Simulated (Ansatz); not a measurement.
# C₂H₃ClNSi radical: one species, many methods

An exercise on one series of results from a longer session: the logs are not shown, and one member is left open.

Method: functionals in def2-TZVPP, the program's frozen cores in correlated methods; program: Ansatz 0.2.0, Gaussian basis.

Levels to be run: LDA (SPW92), PBE-D4, revPBE-D4, BLYP-D4, r2SCAN-D4, B97M-V, PBE0-D4, B3LYP-D4, r2SCANh-D4, r2SCAN0-D4, HSE06-D4, BHLYP-D4, CAM-B3LYP-D4, LC-ωPBE, ωB97X-V, ωB97M-V, B2PLYP, PBE-QIDH; CCSD(T)/def2-SVP; CCSD(T)/def2-TZVPP; MP2/def2-QZVPP; extrapolation to the limit; RPA on PBE.

**The geometry**

An earlier PBE0-D4 in a triple-zeta def2 set relaxation fixed the geometry.

SMILES `C[Si](Cl)C#N`, 8 atoms, charge 0, spin multiplicity 2.

Atoms are counted from 1 here; the program's logs count them from 0.

Bond lengths: C1–Si2 1.857 Å, C1–H6 1.093 Å, C1–H7 1.091 Å, C1–H8 1.092 Å, Si2–Cl3 2.045 Å, Si2–C4 1.842 Å, C4–N5 1.154 Å. Angles: Si2–C1–H6 109.8°, Si2–C1–H7 110.5°, Si2–C1–H8 109.7°, H6–C1–H7 109.0°, H6–C1–H8 108.9°, H7–C1–H8 109.0°, C1–Si2–Cl3 112.0°, C1–Si2–C4 109.8°, Cl3–Si2–C4 107.5°, Si2–C4–N5 174.6°.

The first run:

Input file in.yaml:

```yaml
crystal:
  periodic: [false, false, false]
  atoms:
    - {symbol: C, position_ang: [-0.710879, -0.544763, 0.782566]}
    - {symbol: Si, position_ang: [0.598764, 0.648165, 0.225387]}
    - {symbol: Cl, position_ang: [2.483162, -0.092793, 0.512828]}
    - {symbol: C, position_ang: [0.405716, 0.989336, -1.574442]}
    - {symbol: N, position_ang: [0.241656, 1.298352, -2.674345]}
    - {symbol: H, position_ang: [-0.600566, -1.491503, 0.246789]}
    - {symbol: H, position_ang: [-0.626044, -0.731784, 1.854021]}
    - {symbol: H, position_ang: [-1.699710, -0.132011, 0.571397]}
basis:
  gaussian: {orbitals: def2-TZVPP}
magnetization: {spin_polarized: true, initial_magnetization: 1}
hamiltonian: {xc: lda}
output: {orbitals: {seedname: orbitals}}
```

Run with:

```bash
$ ansatz run in.yaml --threads 4 --pin off --events-out ev --progress --plain --max-ram 10444MiB
```

Steps of the session up to this table: LDA; PBE-D4 (GGA); revPBE-D4 (GGA); BLYP-D4 (GGA); r2SCAN-D4 (meta-GGA); B97M-V (meta-GGA); PBE0-D4 (hybrid); B3LYP-D4 (hybrid); r2SCANh-D4 (hybrid); r2SCAN0-D4 (hybrid); HSE06-D4 (hybrid); BHLYP-D4 (hybrid); CAM-B3LYP-D4 (range-separated); LC-ωPBE (range-separated); ωB97X-V (range-separated); ωB97M-V (range-separated); B2PLYP (double hybrid); PBE-QIDH (double hybrid).

One table of the session follows, with a row left open; its other results are not shown here.

It belongs to the step «Orbital energies across the functionals». 

```
  functional  HOMO (eV)  LUMO (eV)  gap (eV)
 LDA (SPW92)      -5.69      -4.56      1.13
      PBE-D4      -5.69      -4.12      1.58
   revPBE-D4      -5.67      -3.96      1.71
     BLYP-D4      -5.49      -4.13      1.35
   r2SCAN-D4      -6.06      -3.70      2.36
      B97M-V      -5.73      -4.19      1.54
     PBE0-D4      -6.86      -3.23      3.63
    B3LYP-D4      -6.58      -3.62      2.97
  r2SCANh-D4      -6.49      -3.41      3.08
  r2SCAN0-D4      -7.13      -2.97      4.16
    HSE06-D4      -6.47      -3.61      2.85
    BHLYP-D4      -7.87      -2.44      5.43
CAM-B3LYP-D4      -8.08      -2.35      5.73
     LC-ωPBE          ?          ?         ?
     ωB97X-V      -8.98      -1.48      7.50
     ωB97M-V      -8.60      -1.59      7.00
```

**Question.** Estimate the row for LC-ωPBE.

**Answer.** HOMO (eV): -9.51; LUMO (eV): -0.94; gap (eV): 8.57. In the column «HOMO (eV)» it is the lowest.
